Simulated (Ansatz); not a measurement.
A nudged elastic band was laid between two geometries of a periodic cell of 17 atoms, K₁₆C (host K, host structure bcc, interstitial C).

Method: DFT LDA, scalar-relativistic, plane waves, PAW (Ansatz). Settings: cutoff 420 eV, k mesh 2x2x2, gaussian smearing 0.1 eV, no spin polarisation.

```
movable images  : 5
climbing image  : yes
spring          : 2.0 eV/Å²
optimiser       : fire
start path      : straight line
force threshold : 0.05 eV/Å
iteration limit : 80
end points      : relaxed
```

Initial state:

```xyz
17
Lattice="10.4600 0.0000 0.0000 0.0000 10.4600 0.0000 0.0000 0.0000 10.4600" Properties=species:S:1:pos:R:3
K -0.003 -0.167 0.087
K 5.227 -0.045 0.032
K -0.003 5.388 0.090
K -0.003 -0.004 5.303
K 2.001 2.611 2.082
K 5.227 5.268 0.032
K 5.227 0.336 5.343
K 8.451 2.612 2.082
K -0.003 5.228 5.304
K 2.790 7.842 2.878
K 2.009 2.612 8.516
K 5.227 4.887 5.343
K 7.664 7.842 2.877
K 8.446 2.612 8.517
K 2.736 7.841 7.740
K 7.718 7.841 7.740
C -0.003 2.611 0.061
```

Final state:

```xyz
17
Lattice="10.4600 0.0000 0.0000 0.0000 10.4600 0.0000 0.0000 0.0000 10.4600" Properties=species:S:1:pos:R:3
K 0.000 0.684 0.606
K 5.230 -0.087 -0.168
K 0.000 4.695 0.607
K 0.000 0.687 4.619
K 2.779 2.688 2.614
K 5.229 5.473 -0.167
K 5.230 -0.087 5.393
K 7.677 2.688 2.614
K 0.000 4.692 4.616
K 2.630 7.926 2.612
K 2.632 2.689 7.842
K 5.229 5.473 5.391
K 7.829 7.925 2.612
K 7.827 2.689 7.842
K 2.282 7.929 7.842
K 8.177 7.928 7.842
C -0.001 2.688 2.612
```

Task: Which bonds break or form, and what moves?

Result: Contacts lost: K4–K15, K4–K16, K5–K8, K5–K11, K8–K14, K9–K15, K9–K16, K11–K14. Contacts made: K1–K3, K1–K4, K3–K9, K4–K9, K4–C17, K7–K11, K7–K14, K9–C17. The atom that moves furthest is C17, by 2.55 Å; four of its nearest neighbours are K3 2.78, K1 2.78, K14 2.84, K11 2.84 Å at the first end and K5 2.78, K8 2.78, K9 2.83, K4 2.83 Å at the last.

Task: Give the energies along the band, and the barrier.

Result: The run converged. The highest image is number 3 of 0 to 6, 0.41 eV above the ends, which have the same energy within 2 meV. By the program's own check the climbing image is of a kind that is not told: the force calls were inconclusive, a negative curvature could not be distinguished from the path's own, the only one lies far off the path, or fixed occupations may fill a level only in part (lowest curvatures found: -0.68 and -0.09 eV/Å²). Limits of this set-up: coarse k mesh, a small cell, in which the defect meets its images.

```csv
image,path coordinate (Å),energy (eV),K4–K15 (Å),K4–K16 (Å),K5–K8 (Å)
0,0.00,0.00,4.50,4.50,4.01
1,0.89,0.04,4.52,4.52,4.34
2,1.77,0.21,4.74,4.74,4.88
3,2.66,0.41,4.99,4.99,5.16
4,3.57,0.21,5.14,5.14,4.97
5,4.49,0.04,5.08,5.08,4.89
6,5.40,0.00,5.09,5.10,4.90
```

Task: What is the geometry of the highest image?

Result: 
```xyz
17
Lattice="10.4600 0.0000 0.0000 0.0000 10.4600 0.0000 0.0000 0.0000 10.4600" Properties=species:S:1:pos:R:3
K -0.001 0.003 0.491
K 5.228 -0.253 -0.237
K -0.001 5.299 0.492
K -0.002 0.610 4.473
K 2.646 2.652 2.195
K 5.228 5.556 -0.237
K 5.228 0.364 5.590
K 7.810 2.652 2.196
K -0.002 4.694 4.474
K 2.903 7.882 2.924
K 2.040 2.651 8.673
K 5.228 4.939 5.590
K 7.554 7.881 2.924
K 8.416 2.651 8.674
K 2.286 7.882 7.556
K 8.170 7.882 7.557
C -0.002 2.651 1.343
```

The run took 17 min on 4 threads of Intel(R) Xeon(R) 6975P-C (Granite Rapids) (shared host), peak memory 5.7 GiB.
